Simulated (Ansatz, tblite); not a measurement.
**N-butylpyridinium tetrafluoroborate (C₉H₁₄BF₄N): a ladder of methods and basis sets**

An exercise on one series of results from a longer session: the logs are not shown, and one member is left open.

Method: as each input shows; program: Ansatz 0.2.0, Gaussian basis.

Levels to be run: GFN1-xTB, GFN2-xTB, PBE-D4/def2-TZVP, r2SCAN-D4/def2-TZVP, PBE-D4/def2-SVP, PBE0-D4/def2-SVP, HF/STO-3G, HF/6-31G, B3LYP-D4/6-31G, MP2/def2-SVP.

4 further runs of the same task are left out: 4 that didn't finish. Runs told in other sessions of the task aren't counted.

**The relaxed structure**

The singlet was relaxed beforehand with r2SCAN-D4/def2-SVP.

SMILES `CCCC[n+]1ccccc1.F[B-](F)(F)F`, 29 atoms, charge 0, spin multiplicity 1.

Bond lengths: C1–C2 1.524 Å, C1–H11 1.102 Å, C1–H12 1.100 Å, C1–H13 1.102 Å, C2–C3 1.527 Å, C2–H14 1.105 Å, C2–H15 1.105 Å, C3–C4 1.523 Å, C3–H16 1.106 Å, C3–H17 1.106 Å, C4–N5 1.478 Å, C4–H18 1.098 Å, C4–H19 1.098 Å, N5–C6 1.348 Å, N5–C10 1.349 Å, C6–C7 1.385 Å, C6–H20 1.090 Å, C7–C8 1.395 Å and more. Angles: C2–C1–H11 111.3°, C2–C1–H12 111.3°, C2–C1–H13 111.3°, H11–C1–H12 107.6°, H11–C1–H13 107.5°, H12–C1–H13 107.6°, C1–C2–C3 112.8°, C1–C2–H14 110.0°, C1–C2–H15 109.9°, C3–C2–H14 109.1°, C3–C2–H15 109.0°, H14–C2–H15 105.8°, C2–C3–C4 111.4°, C2–C3–H16 109.8°, C2–C3–H17 109.8°, C4–C3–H16 109.8°, C4–C3–H17 109.7°, H16–C3–H17 106.3° and more.

PBE0-D4/def2-TZVP was run before; its log isn't repeated, and its numbers join the tables.

The first run:

Tight binding, by tblite at 300 K electronic temperature and without a spin-polarisation term:

```python
tblite.interface.Calculator('GFN1-xTB', numbers, positions, charge=0, uhf=0).singlepoint()
```

Tight binding, by tblite at 300 K electronic temperature and without a spin-polarisation term:

```python
tblite.interface.Calculator('GFN2-xTB', numbers, positions, charge=0, uhf=0).singlepoint()
```

start.molden holds the orbitals of an earlier run on this state, given as this run's starting guess.

Contents of in.yaml:

```yaml
crystal:
  periodic: [false, false, false]
  atoms:
    - {symbol: C, position_ang: [-4.152482, 0.855263, 0.896859]}
    - {symbol: C, position_ang: [-3.085413, 0.046680, 0.169199]}
    - {symbol: C, position_ang: [-1.666754, 0.507897, 0.495586]}
    - {symbol: C, position_ang: [-0.628900, -0.321385, -0.248646]}
    - {symbol: N, position_ang: [0.746976, 0.127773, 0.049759]}
    - {symbol: C, position_ang: [1.334761, 1.044534, -0.745361]}
    - {symbol: C, position_ang: [2.613423, 1.500790, -0.472656]}
    - {symbol: C, position_ang: [3.302924, 0.977393, 0.620715]}
    - {symbol: C, position_ang: [2.691733, 0.001909, 1.407643]}
    - {symbol: C, position_ang: [1.411120, -0.417979, 1.088792]}
    - {symbol: H, position_ang: [-4.036973, 0.777273, 1.990343]}
    - {symbol: H, position_ang: [-5.163844, 0.503807, 0.642609]}
    - {symbol: H, position_ang: [-4.094008, 1.923796, 0.632247]}
    - {symbol: H, position_ang: [-3.184362, -1.023901, 0.423791]}
    - {symbol: H, position_ang: [-3.242874, 0.111217, -0.922528]}
    - {symbol: H, position_ang: [-1.490578, 0.436751, 1.585410]}
    - {symbol: H, position_ang: [-1.549782, 1.575724, 0.231116]}
    - {symbol: H, position_ang: [-0.663408, -1.389006, 0.005804]}
    - {symbol: H, position_ang: [-0.739106, -0.270303, -1.339493]}
    - {symbol: H, position_ang: [0.754112, 1.374909, -1.606673]}
    - {symbol: H, position_ang: [3.069446, 2.233620, -1.140083]}
    - {symbol: H, position_ang: [4.321919, 1.305739, 0.840127]}
    - {symbol: H, position_ang: [3.210384, -0.465815, 2.245919]}
    - {symbol: H, position_ang: [0.889075, -1.206243, 1.630967]}
    - {symbol: F, position_ang: [2.250911, -3.098395, -2.540986]}
    - {symbol: B, position_ang: [1.887912, -2.065206, -1.716051]}
    - {symbol: F, position_ang: [3.004815, -1.356820, -1.232116]}
    - {symbol: F, position_ang: [1.049696, -1.138183, -2.404095]}
    - {symbol: F, position_ang: [1.159278, -2.551872, -0.588176]}
basis:
  gaussian: {orbitals: def2-TZVP, initial_orbitals: start.molden}
hamiltonian: {xc: pbe, dispersion: d4}
scf: {omitted_lower_state_checks: [starts]}
output: {forces: true, orbitals: {seedname: orbitals}}
```

Command:

```
> ansatz run in.yaml --threads 4 --pin off --events-out ev --progress --plain --max-ram 6963MiB
```

Steps of the session up to this table: PBE-D4/def2-TZVP; r2SCAN-D4/def2-TZVP; PBE-D4/def2-SVP; PBE0-D4/def2-SVP; HF/STO-3G; HF/6-31G; B3LYP-D4/6-31G; MP2/def2-SVP.

One of the session's tables, all rows but one given; the rest of the session is left out.

It belongs to the step «Binding energy». 

| level | binding an atom (eV) |
| --- | --- |
| HF/STO-3G | 3.780 |
| HF/6-31G | 3.186 |
| HF/def2-SVP | 3.449 |
| PBE-D4/def2-SVP | 4.770 |
| PBE-D4/def2-TZVP | ? |
| r2SCAN-D4/def2-TZVP | 4.584 |
| B3LYP-D4/6-31G | 4.460 |
| PBE0-D4/def2-SVP | 4.672 |
| PBE0-D4/def2-TZVP | 4.601 |
| MP2/def2-SVP | 4.493 |

**Question.** Estimate the row for PBE-D4/def2-TZVP.

**Answer.** binding an atom (eV): 4.695. In the column «binding an atom (eV)» it lies between PBE0-D4/def2-SVP (4.672) and PBE-D4/def2-SVP (4.770).

To keep in mind: Free atoms were run apart at each level; binding is atoms less cluster, divided by the number of atoms, without zero-point or spin-orbit terms.
